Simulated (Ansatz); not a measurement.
# CH5BFNO: a ladder of functionals and wavefunction methods

An exercise on one series of results from a longer session: the logs are not shown, and one member is left open.

Program: Ansatz 0.2.0, Gaussian basis. Level of theory: functionals in def2-TZVPP, the program's frozen cores in correlated methods. These are calculated values, not measurements.

The runs, in order: PBE-D4, r2SCAN-D4, PBE0-D4, B3LYP-D4, ωB97X-V, ωB97M-V, B2PLYP; CCSD(T)/def2-TZVPP; CCSD(T)/def2-QZVPP; extrapolation to the limit.

### Structure used throughout

An earlier PBE0-D4 in a triple-zeta def2 set relaxation fixed the geometry.

10 atoms, charge 0, spin multiplicity 1.

Atoms are counted from 1 here; the program's logs count them from 0.

Bond lengths: C1–O2 1.412 Å, C1–H6 1.090 Å, C1–H7 1.094 Å, C1–H8 1.093 Å, O2–B3 1.359 Å, B3–N4 1.400 Å, B3–F5 1.345 Å, N4–H9 1.003 Å, N4–H10 1.003 Å. Angles: O2–C1–H6 107.5°, O2–C1–H7 111.4°, O2–C1–H8 111.5°, H6–C1–H7 108.9°, H6–C1–H8 109.0°, H7–C1–H8 108.5°, C1–O2–B3 120.4°, O2–B3–N4 120.7°, O2–B3–F5 120.1°, N4–B3–F5 119.2°, B3–N4–H9 122.2°, B3–N4–H10 122.4°, H9–N4–H10 115.3°.

Coordinates:

```
C     0.13326   -0.76104   -1.50518
O     0.60812   -0.07858   -0.36354
B    -0.24823    0.28086    0.62884
N     0.21522    0.96091    1.76187
F    -1.55666   -0.01600    0.53041
H     0.99301   -0.97683   -2.13946
H    -0.57787   -0.14996   -2.06793
H    -0.35426   -1.70187   -1.23572
H     1.18062    1.20464    1.88158
H    -0.39321    1.23786    2.50915
```

Set-up of the first run:

The input, in.yaml:

```yaml
crystal:
  periodic: [false, false, false]
  atoms:
    - {symbol: C, position_ang: [0.133259, -0.761038, -1.505185]}
    - {symbol: O, position_ang: [0.608121, -0.078575, -0.363541]}
    - {symbol: B, position_ang: [-0.248225, 0.280857, 0.628839]}
    - {symbol: N, position_ang: [0.215222, 0.960909, 1.761865]}
    - {symbol: F, position_ang: [-1.556663, -0.015998, 0.530405]}
    - {symbol: H, position_ang: [0.993005, -0.976825, -2.139462]}
    - {symbol: H, position_ang: [-0.577870, -0.149963, -2.067934]}
    - {symbol: H, position_ang: [-0.354264, -1.701867, -1.235717]}
    - {symbol: H, position_ang: [1.180620, 1.204640, 1.881583]}
    - {symbol: H, position_ang: [-0.393206, 1.237859, 2.509148]}
basis:
  gaussian: {orbitals: def2-TZVPP}
hamiltonian: {xc: pbe, dispersion: d4}
output: {forces: true, orbitals: {seedname: orbitals}}
```

The run is started by

```
$ ansatz run in.yaml --threads 2 --pin off --events-out ev --progress --plain --max-ram 22528MiB --backend cpu
```

Among the steps run: PBE-D4 (GGA); r2SCAN-D4 (meta-GGA); PBE0-D4 (hybrid); B3LYP-D4 (hybrid); ωB97X-V (range-separated); ωB97M-V (range-separated); B2PLYP (double hybrid); CCSD(T) in def2-TZVPP; CCSD(T) in def2-QZVPP.

One table of the session follows, with a row left open; its other results are not shown here.

It belongs to the step «Atomisation energies». 

```
            method  atomisation energy (eV)
            PBE-D4                   43.874
         r2SCAN-D4                   42.949
           PBE0-D4                   42.898
          B3LYP-D4                   42.961
           ωB97X-V                   42.907
           ωB97M-V                   43.062
            B2PLYP                   42.578
     HF/def2-TZVPP                   31.298
    MP2/def2-TZVPP                   42.708
   CCSD/def2-TZVPP                   41.071
CCSD(T)/def2-TZVPP                   41.676
           MP2/CBS                        ?
       CCSD(T)/CBS                   42.774
```

**Question.** Estimate the row for MP2/CBS.

**Answer.** atomisation energy (eV): 43.829. In the column «atomisation energy (eV)» it lies between ωB97M-V (43.062) and PBE-D4 (43.874).
